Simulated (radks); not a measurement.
**Excited configurations of Kr⁺**

The task here is to estimate one member of a computed series from the others.

Program: radks (a radial shooting solver on a logarithmic mesh, Libxc functionals) version 1. Level of theory: non-relativistic Kohn-Sham, PBE, spin-unpolarised, spherical densities, point nucleus. These are calculated values, not measurements, unless marked.

**The system**

* element: krypton (Z = 36)
* charge: +1
* electrons: 35
* configuration: [Ar] 3d10 4s2 4p5

Outer shells as boxes (Hund's rule):

Kr⁺
```
[Ar] core
3d [↑↓][↑↓][↑↓][↑↓][↑↓]
4s [↑↓]
4p [↑↓][↑↓][↑ ]
```

The first run:

Settings of this run:

```text
Z 36
configuration [Ar] 3d10 4s2 4p5
relativity non-relativistic
functional pbe,pbe
spin unpolarised
nucleus point
```

Steps of the session up to this table: Ground configuration: [Ar] 3d10 4s2 4p5.

One table of the session follows, with a row left open; its other results are not shown here.

It belongs to the step «Ground configuration: [Ar] 3d10 4s2 4p5». Radial moments (bohr):

| level | <r> | outermost maximum (interpolated) | 90 % within | nodes |
| --- | --- | --- | --- | --- |
| 1s | 0.04245 | 0.0280 | 0.0755 | 0 |
| 2s | 0.1878 | 0.158 | 0.290 | 1 |
| 2p | 0.1619 | 0.125 | 0.263 | 0 |
| 3s | ? | ? | ? | ? |
| 3p | 0.5452 | 0.468 | 0.830 | 1 |
| 3d | 0.5534 | 0.411 | 0.905 | 0 |
| 4s | 1.566 | 1.36 | 2.31 | 3 |
| 4p | 1.835 | 1.53 | 2.78 | 2 |

Q: Estimate the row for 3s from the others.

As computed: <r>: 0.5414; outermost maximum (interpolated): 0.477; 90 % within: 0.804; nodes: 2. In the column «<r>» it lies between 2s (0.1878) and 3p (0.5452).

To keep in mind: Spin polarisation and multiplet splitting are left out, so open shells lie too high by an amount that depends on their filling.
